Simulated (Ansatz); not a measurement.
Ti3Se:

```xyz
4
Lattice="3.1974 0.0000 0.0000 -1.5987 2.7691 0.0000 0.0000 0.0000 7.9427" Properties=species:S:1:pos:R:3 pbc="T T T"
Se    0.0000    0.0000    0.0000
Ti    1.5987    0.9230    3.9714
Ti    0.0000    1.8460    6.1390
Ti    0.0000    1.8460    1.8038
```

The cell comes from a database or a generator and needn't be the stable form of this composition.

Base run:

| Item | Value |
| --- | --- |
| Program | Ansatz 0.2.0 |
| Functional | PBE |
| Potentials or basis | Ansatz PAW |
| Cutoff | 420 eV (not typed: the program's choice for these potentials) |
| k mesh | 10 × 10 × 4 |
| Occupations | fermi-dirac, width 0.05 eV |
| Spin | no spin polarisation |

Its results: band gap on the k mesh none (metal or under the smearing width); pressure 0.1 GPa; largest force 0.021 eV/Å.

**Question.** The run is repeated on the same cell with these changes: hubbard terms from none to Ti d U = 4 eV; hubbard projectors from none to ortho-atomic (the default). What comes out?

**Answer.** Band gap on the k mesh none (metal or under the smearing width); pressure 5.2 GPa; largest force 0.027 eV/Å.

Caveats: U without spin polarisation on a metal has little footing (some runs).
